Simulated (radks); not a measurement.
# W²⁺ in [Xe] 4f14 5d3.5 6s0.5: an all-electron calculation

What are the levels of the tungsten ion W2+, how large are its shells, and how does its energy divide?

The numbers are computed with radks (a radial shooting solver on a logarithmic mesh, Libxc functionals) version 1 (scalar-relativistic Kohn-Sham, SCAN, spin-unpolarised, spherical densities, finite nucleus), except any that are marked as measured or tabulated.

### Step 1. What is computed

- element: tungsten (Z = 74)
- charge: +2
- electrons: 72
- configuration: [Xe] 4f14 5d3.5 6s0.5
- nuclear rms radius: 5.3658 fm

### Step 2. Self-consistent calculation

Input:

```text
Z 74
configuration [Xe] 4f14 5d3.5 6s0.5
relativity scalar-relativistic
functional scan,scan
spin unpolarised
nucleus finite rms 5.3658 fm
c 137.035999084
```

**Question.** What will this run give?

As calculated:

| quantity | value |
| --- | --- |
| total energy | -16141.4762 hartree |
| exchange-correlation share of it | 2.00 % |
| −T/E | 1.1015 |
| highest occupied level | 6s, -19.860 eV |
| most extended occupied level | 6s, <r> = 2.73 bohr |
| radius at density 0.001 e/bohr³ | 3.88 bohr |
| maxima of the radial density | 4 |

6 principal shells are occupied and 4 maxima appear in the radial density; where shells overlap, one shows as a shoulder or not at all. −T/E is 1.102: with relativity the kinetic term as defined here no longer equals −E. This is not the tabulated ground configuration, so its levels and sizes aren't those of the ground state, and no measured value stands beside it.
